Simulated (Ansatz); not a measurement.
# TiF4: how energies converge with the basis set

An exercise on one series of results from a longer session: the logs are not shown, and one member is left open.

Program: Ansatz 0.2.0, Gaussian basis. Level of theory: one geometry, several basis sets. These are calculated values, not measurements.

The runs, in order: PBE0-D4/def2-SVP; ωB97M-V/def2-SVP; PBE0-D4/def2-QZVPP; ωB97M-V/def2-QZVPP; the functionals' def2-TZVPP values are taken from earlier runs.

### The relaxed structure

All runs share one geometry, relaxed beforehand with PBE0-D4 in a triple-zeta def2 set.

SMILES `[F][Ti]([F])([F])[F]`, 5 atoms, charge 0, spin multiplicity 1.

Atoms are counted from 1 here; the program's logs count them from 0.

Bond lengths: F1–Ti2 1.740 Å, Ti2–F3 1.740 Å, Ti2–F4 1.739 Å, Ti2–F5 1.739 Å. Angles: F1–Ti2–F3 109.5°, F1–Ti2–F4 109.5°, F1–Ti2–F5 109.5°, F3–Ti2–F4 109.5°, F3–Ti2–F5 109.5°, F4–Ti2–F5 109.5°.

Set-up of the first run:

The input, in.yaml:

```yaml
crystal:
  periodic: [false, false, false]
  atoms:
    - {symbol: F, position_ang: [0.185223, -0.771530, 1.548170]}
    - {symbol: Ti, position_ang: [0.009858, -0.014667, -0.008209]}
    - {symbol: F, position_ang: [-1.240185, 1.192441, 0.071105]}
    - {symbol: F, position_ang: [-0.417625, -1.215448, -1.191921]}
    - {symbol: F, position_ang: [1.512630, 0.735504, -0.460645]}
basis:
  gaussian: {orbitals: def2-SVP}
hamiltonian: {xc: pbe0, dispersion: d4}
output: {orbitals: {seedname: orbitals}}
```

Started as:

```console
ansatz run in.yaml --threads 4 --pin off --events-out ev --progress --plain --max-ram 10444MiB
```

Among the steps run: PBE0-D4 in def2-SVP; ωB97M-V in def2-SVP; PBE0-D4 in def2-QZVPP; ωB97M-V in def2-QZVPP.

One table of the session follows, with a row left open; its other results are not shown here.

It belongs to the step «Density functionals: the series». 

| functional | basis | HOMO (eV) | LUMO (eV) |
| --- | --- | --- | --- |
| PBE0-D4 | def2-SVP | -12.29 | -3.16 |
| PBE0-D4 | def2-TZVPP | -12.52 | -3.10 |
| PBE0-D4 | def2-QZVPP | -12.51 | -3.07 |
| ωB97M-V | def2-SVP | -14.74 | -0.71 |
| ωB97M-V | def2-TZVPP | -15.01 | -0.70 |
| ωB97M-V | def2-QZVPP | ? | ? |

**Question.** Estimate the row for ωB97M-V, def2-QZVPP.

As computed: HOMO (eV): -15.02; LUMO (eV): -0.68. In the column «HOMO (eV)» it is the lowest.
